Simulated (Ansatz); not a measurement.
**ScB+ (quartet): wave-function methods side by side, def2-SVP**

An exercise on one series of results from a longer session: the logs are not shown, and one member is left open.

Program: Ansatz 0.2.0, Gaussian basis. Level of theory: def2-SVP, core rule «outside noble gas», up to 10 orbitals frozen. These are calculated values, not measurements.

Plan: UHF; CCSD(T) on ROHF; CCSD(T) on UHF; CISD; CCSDT(Q) on ROHF; CCSDT(Q) on UHF; Full CI.

24 further runs of the same task are left out: 10 for a known fault of the program, 4 that didn't finish, 10 set aside as unsound or not needed.

### What is computed

The geometry is a PBE0/def2-TZVP stationary point (not a proven minimum) of the parent state, kept for this charge and spin.

2 atoms, charge 1, spin multiplicity 4.

Atoms are counted from 1 here; the program's logs count them from 0.

Bond lengths: Sc1–B2 2.134 Å.

Set-up of the first run:

in.yaml

```yaml
crystal:
  periodic: [false, false, false]
  atoms:
    - {symbol: Sc, position_ang: [0.000000, 0.000000, 0.000000]}
    - {symbol: B, position_ang: [0.000000, 0.000000, 2.134400]}
basis:
  gaussian: {orbitals: def2-SVP}
total_charge: 1
magnetization: {spin_polarized: true, initial_magnetization: 3}
hamiltonian: {xc: hf}
output: {orbitals: {seedname: orbitals}}
```

Run with:

```bash
$ ansatz run in.yaml --threads 1 --pin off --events-out ev --progress --plain --max-ram 2393MiB
```

Steps of the session up to this table: UHF; CCSD(T) on ROHF; CCSD(T) on UHF; CISD; CCSDT(Q) on ROHF; CCSDT(Q) on UHF; Full CI.

One table of the session follows, with a row left open; its other results are not shown here.

```
   method  from FCI (meV)
     RMP2         +1151.6
     UMP2         +1164.9
    RCCSD          +281.7
    UCCSD          +263.2
 RCCSD(T)          +103.6
 UCCSD(T)           +89.7
   RCCSDT               ?
   UCCSDT            +6.7
RCCSDT(Q)             0.0
UCCSDT(Q)           -12.7
      FCI               0
```

Q: Estimate the row for RCCSDT from the others.

**Answer.** from FCI (meV): +17.7. In the column «from FCI (meV)» it lies between UCCSDT (+6.7) and UCCSD(T) (+89.7).

Not comparable, so not listed: CISD (they don't share determinant, frozen orbitals or solution with the rows shown, or repeat one).

Caveats from the session: Left out of the table: ROHF, UHF (another determinant or state than the rows shown). UCCSDT(Q) falls below full CI: unrestricted runs freeze a spin-polarised core, another one than full CI's, and coupled cluster isn't variational. Levels on UHF freeze UHF's core orbitals, full CI those of ROHF, so the U rows can settle a little off it for that reason alone. Restricted and unrestricted rows rest on different reference determinants; where their highest levels disagree by more than a few hundredths of an eV, they describe different states and don't form one ladder.
